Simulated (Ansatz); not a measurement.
# Ga8P8 wurtzite off sphere (Ga₈P₈H₂₂): reading failed and doubtful runs

2 inputs were typed for Ga8P8 wurtzite off sphere (Ga₈P₈H₂₂). Each is run as it stands; the log then has to tell whether the result can be used.

Method: the settings change from run to run; program: Ansatz 0.2.0, Gaussian basis.

## 1. The molecule

The structure was relaxed beforehand with PBE-D4/def2-SVP.

38 atoms, charge 0, spin multiplicity 1.

Atoms are counted from 1 here; the program's logs count them from 0.

Bond lengths: Ga1–P2 2.457 Å, Ga1–P3 2.414 Å, Ga1–H17 1.577 Å, Ga1–H18 1.578 Å, P2–Ga5 2.408 Å, P2–H19 1.431 Å, P2–H20 1.430 Å, P3–Ga4 2.382 Å, P3–Ga11 2.372 Å, P3–H21 1.433 Å, Ga4–P6 2.408 Å, Ga4–P7 2.382 Å, Ga4–H22 1.576 Å, Ga5–P6 2.385 Å, Ga5–P12 2.374 Å, Ga5–H23 1.574 Å, P6–Ga9 2.385 Å, P6–H24 1.432 Å and more. Angles: P2–Ga1–P3 95.9°, P2–Ga1–H17 105.9°, P2–Ga1–H18 105.8°, P3–Ga1–H17 109.9°, P3–Ga1–H18 109.6°, H17–Ga1–H18 125.4°, Ga1–P2–Ga5 123.3°, Ga1–P2–H19 109.9°, Ga1–P2–H20 109.9°, Ga5–P2–H19 106.6°, Ga5–P2–H20 106.2°, H19–P2–H20 97.9°, Ga1–P3–Ga4 112.5°, Ga1–P3–Ga11 110.4°, Ga1–P3–H21 105.9°, Ga4–P3–Ga11 116.6°, Ga4–P3–H21 105.2°, Ga11–P3–H21 105.3° and more.

## 2. Attempt 1

in.yaml reads:

```yaml
crystal:
  periodic: [false, false, false]
  atoms:
    - {symbol: Ga, position_ang: [0.630419, -4.296567, -1.423373]}
    - {symbol: P, position_ang: [0.592652, -4.143925, 0.917594]}
    - {symbol: P, position_ang: [0.686949, -1.917384, -1.986415]}
    - {symbol: Ga, position_ang: [-1.326993, -0.936573, -1.373288]}
    - {symbol: Ga, position_ang: [0.619050, -1.850523, 1.948978]}
    - {symbol: P, position_ang: [-1.429911, -0.578945, 1.135501]}
    - {symbol: P, position_ang: [-1.450841, 1.441025, -1.834300]}
    - {symbol: Ga, position_ang: [-3.506311, 2.590742, -1.493766]}
    - {symbol: Ga, position_ang: [-1.281003, 1.439535, 2.195522]}
    - {symbol: P, position_ang: [-3.260440, 2.464181, 1.004442]}
    - {symbol: Ga, position_ang: [2.643454, -0.950939, -1.388438]}
    - {symbol: P, position_ang: [2.589691, -0.706410, 1.165745]}
    - {symbol: P, position_ang: [2.288125, 1.286542, -1.712542]}
    - {symbol: Ga, position_ang: [0.409731, 2.757587, -1.062072]}
    - {symbol: Ga, position_ang: [2.594320, 1.441054, 2.201607]}
    - {symbol: P, position_ang: [0.576804, 2.419101, 1.306141]}
    - {symbol: H, position_ang: [-0.849548, -4.945970, -1.781874]}
    - {symbol: H, position_ang: [1.912637, -4.936176, -1.817192]}
    - {symbol: H, position_ang: [-0.631716, -4.823282, 1.429588]}
    - {symbol: H, position_ang: [1.660389, -4.794062, 1.471755]}
    - {symbol: H, position_ang: [0.450558, -1.878021, -3.152370]}
    - {symbol: H, position_ang: [-2.910413, -1.597213, -1.665818]}
    - {symbol: H, position_ang: [0.476209, -2.050542, 3.692326]}
    - {symbol: H, position_ang: [-2.421869, -1.492329, 1.713161]}
    - {symbol: H, position_ang: [-1.362255, 1.724891, -3.389274]}
    - {symbol: H, position_ang: [-4.730281, 1.735288, -1.786497]}
    - {symbol: H, position_ang: [-3.263710, 4.178337, -1.964358]}
    - {symbol: H, position_ang: [-1.451188, 1.480058, 3.800715]}
    - {symbol: H, position_ang: [-4.468591, 1.800618, 1.464928]}
    - {symbol: H, position_ang: [-3.290348, 3.665572, 1.617273]}
    - {symbol: H, position_ang: [3.946989, -1.737612, -1.721687]}
    - {symbol: H, position_ang: [3.546329, -1.265108, 1.615195]}
    - {symbol: H, position_ang: [2.226070, 1.306686, -3.286402]}
    - {symbol: H, position_ang: [3.519827, 1.994265, -1.817333]}
    - {symbol: H, position_ang: [0.587198, 4.155884, -1.764603]}
    - {symbol: H, position_ang: [2.373760, 1.372780, 3.618072]}
    - {symbol: H, position_ang: [3.768520, 2.284447, 1.459440]}
    - {symbol: H, position_ang: [0.456011, 3.792153, 1.877301]}
basis:
  gaussian: {orbitals: cc-pVDZ, fitting: {mean_field: def2-universal-jkfit}}
hamiltonian: {xc: {name: r2SCAN0}}
relax: {f_tol: 0.001, max_steps: 3}
output: {forces: true}
```

The run is started by

```bash
> ansatz run in.yaml --threads 2 --pin off --events-out ev --progress --plain --max-ram 32768MiB --backend cuda --devices 0, --max-vram 18GiB
```

The program printed:

```text
Functional definition: r2SCAN0
  name "r2SCAN0"
  cite "Bursch, Neugebauer, Ehlert & Grimme, J. Chem. Phys. 156, 134105 (2022) doi:10.1063/5.0086040"
  cite "Furness, Kaplan, Ning, Perdew & Sun, J. Phys. Chem. Lett. 11, 8208 (2020) doi:10.1021/acs.jpclett.0c02405"
  cite "Furness, Kaplan, Ning, Perdew & Sun, J. Phys. Chem. Lett. 11, 9248 (2020) doi:10.1021/acs.jpclett.0c03077"
  parent r2scan
  parameter a = 0.25
  parameter k0 = 0.174
  parameter k1 = 0.065
  parameter a1 = 4.9479
  exchange = (1 - a)*r2scan_x(k0 = k0, k1 = k1, a1 = a1) + a*exact_x
  correlation = r2scan_c
3548 factors; integrals over basis functions are off by at most 3.8e-1 eV
mean field evaluation 1: about -493674.5779 eV, gradient 3.0e1 eV
mean field evaluation 2: about -493675.7797 eV, gradient 2.3e1 eV
mean field evaluation 4: about -493677.4390 eV, gradient 1.9e0 eV
mean field evaluation 8: about -493677.4411 eV, gradient 2.1e-1 eV
mean field evaluation 16: about -493677.4413 eV, gradient 3.4e-5 eV
mean field -493677.44129740 eV, -18142.3113410913 hartree, gradient 3.5e-5 eV, S^2 0.000000; 0 other end points of the search recorded, 0 dependent functions left out
the calculation of the forces begins
reference -493677.44132194 eV, -18142.3113419929 hartree; 195, 195 occupied and 275, 275 virtual orbitals, 3548 factors
relax step   1: F+E_penalty+E_count = -493677.44129740 eV  Δ(F+E_penalty+E_count) = +0.000e0 eV  max|allowed force component| = 8.839e0 eV/Å  Δτ_max = 0.0000 Å  (29 SCF iters, accepted)
these checks for a lower state are left out or cut short: starts, cluster_reference, orbital_swaps, neighbouring_geometries, increment
3548 factors; integrals over basis functions are off by at most 3.4e-1 eV
mean field -493681.39874916 eV, -18142.4567747608 hartree, gradient 9.8e-6 eV, S^2 0.000000; 0 other end points of the search recorded, 0 dependent functions left out
the calculation of the forces begins
reference -493681.39877401 eV, -18142.4567756742 hartree; 195, 195 occupied and 275, 275 virtual orbitals, 3548 factors
relax step   2: F+E_penalty+E_count = -493681.39874916 eV  Δ(F+E_penalty+E_count) = -3.957e0 eV  max|allowed force component| = 2.726e0 eV/Å  Δτ_max = 0.1909 Å  (35 SCF iters, accepted)
these checks for a lower state are left out or cut short: starts, cluster_reference, orbital_swaps, neighbouring_geometries, increment
3548 factors; integrals over basis functions are off by at most 3.3e-1 eV
mean field evaluation 32: about -493681.9241 eV, gradient 2.1e-5 eV
mean field -493681.92405090 eV, -18142.4760792438 hartree, gradient 2.1e-5 eV, S^2 0.000000; 0 other end points of the search recorded, 0 dependent functions left out
the calculation of the forces begins
reference -493681.92407573 eV, -18142.4760801563 hartree; 195, 195 occupied and 275, 275 virtual orbitals, 3548 factors
relax step   3: F+E_penalty+E_count = -493681.92405090 eV  Δ(F+E_penalty+E_count) = -5.253e-1 eV  max|allowed force component| = 5.888e-1 eV/Å  Δτ_max = 0.1948 Å  (30 SCF iters, accepted)
Error: geometry relaxation did not converge after 3 steps: max|allowed force component| = 5.89e-1 eV/Å (threshold 1.0e-3). Raise `relax.max_steps` over both its present limit and 3, loosen `relax.f_tol`, or start from a geometry closer to equilibrium. Where this run's directory can be resumed (`checkpoint.write`), a resume goes on for up to `relax.max_steps` more
```

Wall time 38 s (1 × H100 (card shared with other runs) with 2 threads of AMD EPYC 7R13, shared host); peak host memory 2.6 GiB.

**Diagnosis.** The run did not converge. The relaxation is allowed too few steps for its threshold. The start was also shaken off the relaxed geometry, so there is far to go. Cure: raise relax.max_steps.

## 3. Attempt 2

in.yaml reads:

```yaml
crystal:
  periodic: [false, false, false]
  atoms:
    - {symbol: Ga, position_ang: [0.501465, -4.308710, -1.404863]}
    - {symbol: P, position_ang: [0.505383, -4.057222, 1.039277]}
    - {symbol: P, position_ang: [0.515238, -1.945125, -1.895640]}
    - {symbol: Ga, position_ang: [-1.502481, -0.865536, -1.233522]}
    - {symbol: Ga, position_ang: [0.507089, -1.920556, 2.150338]}
    - {symbol: P, position_ang: [-1.337936, -0.772959, 1.166840]}
    - {symbol: P, position_ang: [-1.427489, 1.422563, -1.892354]}
    - {symbol: Ga, position_ang: [-3.480050, 2.593185, -1.398175]}
    - {symbol: Ga, position_ang: [-1.406951, 1.397286, 2.153572]}
    - {symbol: P, position_ang: [-3.258431, 2.466973, 1.045603]}
    - {symbol: Ga, position_ang: [2.540336, -0.957964, -1.153620]}
    - {symbol: P, position_ang: [2.352271, -0.756419, 1.213870]}
    - {symbol: P, position_ang: [2.306177, 1.332238, -1.883380]}
    - {symbol: Ga, position_ang: [0.441469, 2.680367, -1.150027]}
    - {symbol: Ga, position_ang: [2.618521, 1.508570, 2.047456]}
    - {symbol: P, position_ang: [0.523770, 2.413174, 1.217000]}
    - {symbol: H, position_ang: [-0.901993, -4.926530, -1.773556]}
    - {symbol: H, position_ang: [1.901792, -4.935124, -1.774347]}
    - {symbol: H, position_ang: [-0.568010, -4.812406, 1.608464]}
    - {symbol: H, position_ang: [1.589225, -4.800935, 1.603493]}
    - {symbol: H, position_ang: [0.545588, -1.842287, -3.324381]}
    - {symbol: H, position_ang: [-2.806210, -1.617193, -1.701696]}
    - {symbol: H, position_ang: [0.467721, -2.027337, 3.720118]}
    - {symbol: H, position_ang: [-2.500950, -1.444390, 1.663420]}
    - {symbol: H, position_ang: [-1.324453, 1.399426, -3.321216]}
    - {symbol: H, position_ang: [-4.717805, 1.688196, -1.767352]}
    - {symbol: H, position_ang: [-3.321490, 4.119567, -1.765381]}
    - {symbol: H, position_ang: [-1.517822, 1.414342, 3.723471]}
    - {symbol: H, position_ang: [-4.449010, 1.914790, 1.614872]}
    - {symbol: H, position_ang: [-3.359369, 3.776653, 1.611918]}
    - {symbol: H, position_ang: [3.868886, -1.613147, -1.686878]}
    - {symbol: H, position_ang: [3.495455, -1.468865, 1.699835]}
    - {symbol: H, position_ang: [2.301738, 1.331093, -3.312893]}
    - {symbol: H, position_ang: [3.532122, 2.039242, -1.687638]}
    - {symbol: H, position_ang: [0.538888, 4.159225, -1.681216]}
    - {symbol: H, position_ang: [2.569548, 1.478758, 3.623946]}
    - {symbol: H, position_ang: [3.778029, 2.178335, 1.199634]}
    - {symbol: H, position_ang: [0.479749, 3.758734, 1.704996]}
basis:
  gaussian: {orbitals: STO-3G, nuclear_model: gaussian}
hamiltonian: {xc: {name: SVWN5}}
smearing: {width: 0.1}
```

The command is unchanged.

The program printed:

```text
Error: YAML parse error: error: line 45 column 1: unknown field `smearing`, expected one of crystal, accuracy, basis, kpoints, hamiltonian, magnetization, projection, total_charge, correlation, batch, efield, external_charges, scf, relax, neb, saddle, md, ramp, phonons, dielectric, real_time, elastic, magnetic_configurations, gw, evaluate, workflow, output, checkpoint, execution
  --> <input>:45:1
   |
43 |   gaussian: {orbitals: STO-3G, nuclear_model: gaussian}
44 | hamiltonian: {xc: {name: SVWN5}}
45 | smearing: {width: 0.1}
   | ^ unknown field `smearing`, expected one of crystal, accuracy, basis, kpoints, hamiltonian, magnetization, projection, total_charge, correlation, batch, efield, external_charges, scf, relax, neb, saddle, md, ramp, phonons, dielectric, real_time, elastic, magnetic_configurations, gw, evaluate, workflow, output, checkpoint, execution
```

Run time: 0.05 s. Hardware: 1 × H100 (card shared with other runs) with 2 threads of AMD EPYC 7R13, shared host.

What is wrong: Refused before any calculation. The input holds a key that doesn't belong there. Cure: remove the key, or spell it as the input reference has it.

## 4. Summary

```csv
attempt,level,ended,cause,time
1,r2SCAN0/cc-pVDZ,not converged,the relaxation is allowed too few steps for its threshold,38 s
2,SVWN5/STO-3G,refused,the input holds a key that doesn't belong there,0.05 s
```

In words: 1 not converged, 1 refused. A refusal costs next to no computing time.
